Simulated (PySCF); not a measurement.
# C3H7F3GeO: magnetic properties

Aim: compute the magnetic properties of C3H7F3GeO (`C[C@@H]([O][GeH3])C(F)(F)F`).

Computed with PySCF 2.14.0 and routines of our own; the level stands in each step. Atoms count from 0.

## 1. The system as given

15 atoms, charge 0, multiplicity 1; geometry from: GFN2-xTB.

## 2. Magnetic properties: GIAO PBE/pcSseg-1

What the job is given:

```
{"job": {"kind": "mag", "xc": "PBE", "basis": "pcSseg-1", "isotopologues": 2}, "charge": 0, "multiplicity": 1}
C     -1.270159     1.395611    -0.620361
C     -0.246000     0.265416    -0.666762
O      0.908416     0.639407     0.007255
Ge     2.037829    -0.379976     0.915779
C     -0.839726    -0.987810    -0.036910
F     -1.127232    -0.823928     1.258412
F     -1.957897    -1.395363    -0.643737
F      0.029888    -2.019684    -0.098108
H     -2.168445     1.116525    -1.164158
H     -1.521532     1.614119     0.414902
H     -0.833614     2.283319    -1.067838
H     -0.014920    -0.001044    -1.710388
H      1.366467    -1.041045     2.078561
H      2.674626    -1.377454    -0.006592
H      2.957884     0.719896     1.318033
```

Method: GIAO PBE/pcSseg-1 magnetisability, rotational g tensor and spin-rotation constants, non-relativistic, gas phase.

The run is started by

```bash
$ OMP_NUM_THREADS=1 python excited_run.py task.json out
```

One launch serves the whole session: the jobs run in the order shown.

The program printed:

```text
coarse grid: 61344 points
cycle   1  E = -2568.9221981965  dE =  4.793e-01  |g| = 1.590e+00  |ddm| = 3.507e+00
cycle   2  E = -2567.7833152380  dE =  1.139e+00  |g| = 2.957e+00  |ddm| = 3.181e+00
cycle   3  E = -2569.1505337473  dE = -1.367e+00  |g| = 6.170e-01  |ddm| = 2.826e+00
cycle   4  E = -2569.2146998408  dE = -6.417e-02  |g| = 1.707e-01  |ddm| = 5.619e-01
cycle   5  E = -2569.2183500468  dE = -3.650e-03  |g| = 7.530e-02  |ddm| = 1.606e-01
cycle   6  E = -2569.2191713054  dE = -8.213e-04  |g| = 1.819e-02  |ddm| = 4.987e-02
cycle   7  E = -2569.2192215138  dE = -5.021e-05  |g| = 4.001e-03  |ddm| = 1.691e-02
cycle   8  E = -2569.2192243888  dE = -2.875e-06  |g| = 1.386e-03  |ddm| = 3.828e-03
final grid: 130288 points
cycle   9  E = -2569.2192217310  dE =  7.174e-07  |g| = 2.600e-03  |ddm| = 3.712e-03
cycle  10  E = -2569.2192180942  dE =  3.637e-06  |g| = 5.245e-03  |ddm| = 6.003e-03
cycle  11  E = -2569.2192229071  dE = -4.813e-06  |g| = 5.854e-04  |ddm| = 4.112e-03
cycle  12  E = -2569.2192229671  dE = -6.008e-08  |g| = 6.390e-05  |ddm| = 3.918e-04
cycle  13  E = -2569.2192229678  dE = -6.821e-10  |g| = 2.000e-05  |ddm| = 6.506e-05
converged SCF energy = -2569.2192229678

Magnetisability tensor (1e-30 J/T^2)
    -1403.38       45.79      -57.37
       45.79    -1331.14       -1.26
      -57.37       -1.26    -1344.95
isotropic -1359.82   principal values   -1451.28  -1338.33  -1289.86
isotropic susceptibility -81.890 1e-6 cm^3/mol

Inertial axes            a          b          c
rot. const./GHz      2.4299     0.9437     0.7895
chi total           -85.734    -80.241    -79.697
chi diamagnetic    -592.353  -1224.815  -1473.401
chi paramagnetic    506.619   1144.575   1393.704
quadrupole/D A        1.706     -1.597     -0.108
g nuclear            0.5573     0.4977     0.5083
g electronic        -0.5783    -0.5074    -0.5170
g total             -0.0210    -0.0097    -0.0087

Spin-rotation constants (kHz, H = +C I.J)
atom  isotope        aa         bb         cc
  5    19F        2.802      1.411      0.778
  6    19F        2.477      1.450      0.992
  7    19F        3.674      1.236      0.919
  8     1H        0.038     -0.101     -0.087
  9     1H       -0.285     -0.103      0.021
 10     1H       -0.252      0.012     -0.084
 11     1H       -0.277     -0.087      0.047
 12     1H       -0.186     -0.039     -0.008
 13     1H       -0.198     -0.056      0.009
 14     1H       -0.044     -0.034     -0.065
  0    13C*       0.332      0.148      0.124
  1    13C*       0.494      0.243      0.195
  2    17O*      -0.227     -0.050     -0.048
  3   73Ge*      -0.681     -0.284     -0.257
  4    13C*       0.817      0.307      0.258
* in the singly substituted isotopologue

Isotopologues: g along a, b, c
2H    at 8,9,10,11,12,1    -0.0187    -0.0091    -0.0081
13C   at 0                 -0.0207    -0.0097    -0.0086
```

Run time: 40 s. Hardware: 1 thread of Arm Neoverse V2, shared host; peak memory 0.73 GiB.

Key values:

```tsv
quantity	value
magnetisability	-1360·10⁻³⁰ J/T²
molar susceptibility	-81.9·10⁻⁶ cm³/mol
rotational g (a, b, c)	-0.0210, -0.0097, -0.0087
```

## 3. Magnetic properties: GIAO PW91/ANO-RCC-VDZP in chloroform

The job, as its differences from that of step 2:

```diff
@@ -1,2 +1,2 @@
-{"job": {"kind": "mag", "xc": "PBE", "basis": "pcSseg-1", "isotopologues": 2}, "charge": 0, "multiplicity": 1}
+{"job": {"kind": "mag", "xc": "PW91", "basis": "ANO-RCC-VDZP", "scf": {"guess": "sap"}, "solvent": "chloroform"}, "charge": 0, "multiplicity": 1}
 C     -1.270159     1.395611    -0.620361
```

Level: GIAO PW91/ANO-RCC-VDZP magnetisability, non-relativistic, IEF-PCM chloroform.

ANO-RCC is contracted for a relativistic Hamiltonian, so without one its core functions misfit and properties at heavier nuclei are off.

The program printed:

```text
final grid: 130288 points
cycle   1  E = -2531.0253940579  dE =  2.226e+01  |g| = 7.057e+00  |ddm| = 2.726e+01
cycle   2  E = -2336.8087923062  dE =  1.942e+02  |g| = 2.450e+01  |ddm| = 4.050e+01
cycle   3  E = -2520.0390960915  dE = -1.832e+02  |g| = 1.154e+01  |ddm| = 2.924e+01
cycle   4  E = -2544.8919542995  dE = -2.485e+01  |g| = 6.152e+00  |ddm| = 8.068e+00
cycle   5  E = -2554.7837933587  dE = -9.892e+00  |g| = 3.701e+00  |ddm| = 8.374e+00
cycle   6  E = -2556.2742432714  dE = -1.490e+00  |g| = 2.173e+00  |ddm| = 3.598e+00
cycle   7  E = -2557.0276824506  dE = -7.534e-01  |g| = 1.167e+00  |ddm| = 1.956e+00
cycle   8  E = -2557.2479725443  dE = -2.203e-01  |g| = 5.540e-01  |ddm| = 1.200e+00
cycle   9  E = -2557.2828378078  dE = -3.487e-02  |g| = 3.074e-01  |ddm| = 5.774e-01
cycle  10  E = -2557.3009515092  dE = -1.811e-02  |g| = 1.140e-01  |ddm| = 4.471e-01
cycle  11  E = -2557.3030068524  dE = -2.055e-03  |g| = 4.737e-02  |ddm| = 1.298e-01
cycle  12  E = -2557.3034083159  dE = -4.015e-04  |g| = 5.717e-03  |ddm| = 3.738e-02
cycle  13  E = -2557.3034151935  dE = -6.878e-06  |g| = 2.547e-03  |ddm| = 7.597e-03
cycle  14  E = -2557.3034162146  dE = -1.021e-06  |g| = 4.073e-04  |ddm| = 2.184e-03
cycle  15  E = -2557.3034162487  dE = -3.417e-08  |g| = 1.527e-04  |ddm| = 5.356e-04
cycle  16  E = -2557.3034162518  dE = -3.093e-09  |g| = 8.507e-05  |ddm| = 1.661e-04
cycle  17  E = -2557.3034162530  dE = -1.204e-09  |g| = 1.972e-05  |ddm| = 7.323e-05
cycle  18  E = -2557.3034162530  dE = -8.640e-12  |g| = 1.886e-05  |ddm| = 3.326e-05
converged SCF energy = -2557.3034162530

Magnetisability tensor (1e-30 J/T^2)
    -1400.80       57.82      -59.37
       57.82    -1332.42        0.38
      -59.37        0.38    -1343.82
isotropic -1359.01   principal values   -1458.32  -1337.89  -1280.83
isotropic susceptibility -81.842 1e-6 cm^3/mol

Inertial axes            a          b          c
rot. const./GHz      2.4299     0.9437     0.7895
chi total           -85.533    -80.369    -79.623
chi diamagnetic    -592.712  -1224.829  -1473.593
chi paramagnetic    507.179   1144.460   1393.970
quadrupole/D A        1.996     -1.893     -0.102
```

It took 60 s on 1 thread of Arm Neoverse V2, shared host; peak memory 0.9 GiB.

From this job:

```tsv
quantity	value
magnetisability	-1359·10⁻³⁰ J/T²
molar susceptibility	-81.8·10⁻⁶ cm³/mol
```

## 4. Summary of results

```
                                          quantity                      value
       magnetisability (step 2, GIAO PBE/pcSseg-1)           -1360·10⁻³⁰ J/T²
  molar susceptibility (step 2, GIAO PBE/pcSseg-1)         -81.9·10⁻⁶ cm³/mol
rotational g (a, b, c) (step 2, GIAO PBE/pcSseg-1)  -0.0210, -0.0097, -0.0087
```

In words: Steps that list no spin-orbit terms leave them out, which matters at and beside the heavy atoms. Vibrational averaging and real surroundings are missing from these values.
